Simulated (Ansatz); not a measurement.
# CdCO3: the cost of one run

Computed with Ansatz 0.2.0 (DFT PBEsol, scalar-relativistic, plane waves, PAW, unless a step's input says otherwise).

## 1. The system as given

It takes space group Pm-3m (No. 221, cubic). The conventional cell has a = 3.400 Å, b = 3.400 Å, c = 3.400 Å, α = 90.00°, β = 90.00°, γ = 90.00°. Cd (site symmetry m-3m) has 12 O at 2.40 Å as nearest neighbours. Around C (site symmetry m-3m) lie 6 O at 1.70 Å. O (site symmetry 4/mmm) is surrounded by 2 C at 1.70 Å and 4 Cd at 2.40 Å and 8 O at 2.40 Å.

As a file:

```xyz
5
Lattice="3.4000 0.0000 0.0000 0.0000 3.4000 0.0000 0.0000 0.0000 3.4000" Properties=species:S:1:pos:R:3 pbc="T T T"
Cd    0.0000    0.0000    0.0000
C     1.7000    1.7000    1.7000
O     1.7000    1.7000    0.0000
O     1.7000    0.0000    1.7000
O     0.0000    1.7000    1.7000
```

The cell was made up by rule, so the compound may not exist in this form.

This is a trial structure, the perovskite prototype, and another one may lie lower.

## 2. Seeking zero pressure, try 1

The input, input.yaml:

```yaml
crystal:
  lattice:
    - [3.4, 0.0, 0.0]
    - [0.0, 3.4, 0.0]
    - [0.0, 0.0, 3.4]
  atoms:
    - { symbol: Cd, position: [0.0, 0.0, 0.0] }
    - { symbol: C, position: [0.5, 0.5, 0.5] }
    - { symbol: O, position: [0.5, 0.5, 0.0] }
    - { symbol: O, position: [0.5, 0.0, 0.5] }
    - { symbol: O, position: [0.0, 0.5, 0.5] }
basis:
  ecutwfc: 420
kpoints:
  mp_grid: { grid: [6, 6, 6] }
hamiltonian:
  xc: pbesol
scf:
  occupations: { method: gaussian, width: 0.05 }
output:
  forces: true
  stress: true
  eigenvalues: true
```

Started as:

```
$ ansatz run input.yaml --threads 1 --pin off --max-ram 2560MiB --backend cpu --events-out ev --progress --plain --runs-dir out
```

Q: Estimate wall time and peak memory on 1 thread of Intel Xeon at 2.50GHz (Skylake/Cascade Lake), shared host.

About 2.6 s, with a peak of 0.32 GiB.
